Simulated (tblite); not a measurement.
# C6H9BOSe: the cost of one run

Computed with tblite 0.8.0 and PySCF 2.14.0, with density-fitted response routines of our own, on a single molecule in the gas phase. Atoms count from 0, in the outputs and in this text.

### Step 1. The starting structure

18 atoms, charge 0, multiplicity 1; geometry from: force field or distance geometry start.

Bonds of the start (Å): B0–C1 1.57, C1–Se2 2.02, Se2–C3 1.90, C3–C4 1.37, C4–O5 1.43, O5–C6 1.41, C4–C7 1.33, C7–C8 1.55, C7–C1 1.35, B0–H9 1.19, B0–H10 1.20, C3–H11 1.10, C6–H12 1.09, C6–H13 1.12, C6–H14 1.08, C8–H15 1.08, C8–H16 1.10, C8–H17 1.11.

### Step 2. Optimising the geometry with GFN2-xTB

Job settings and geometry (Å):

```
{"job": {"kind": "relax", "xc": "GFN2-xTB", "basis": "xTB"}, "charge": 0, "multiplicity": 1}
B     -2.965800     1.394400     0.088500
C     -1.403400     1.245400     0.092600
Se    -0.013600     2.699400     0.311800
C      1.309400     1.350400     0.158300
C      0.665400     0.153100     0.015900
O      1.443000    -1.043800    -0.127000
C      2.854700    -0.974500    -0.093300
C     -0.664800     0.115600    -0.018200
C     -1.403100    -1.233100    -0.198000
H     -3.517800     1.256700     1.136000
H     -3.567800     0.965400    -0.860100
H      2.387700     1.561300     0.216500
H      3.233600    -0.154600    -0.710200
H      3.124300    -0.786700     0.979200
H      3.248900    -1.949800    -0.346400
H     -1.479100    -1.499600    -1.245600
H     -0.837800    -1.980500     0.374900
H     -2.422600    -1.112800     0.213700
```

On the command line:

```console
> OMP_NUM_THREADS=1 python probes_run.py task.json out
```

The driver reads the jobs from task.json and runs them one after another.

**Question.** How long does this first job take on 1 thread of Arm Neoverse N1, shared host, and how much memory does it need?

About 1.1 s, with a peak of 0.18 GiB.
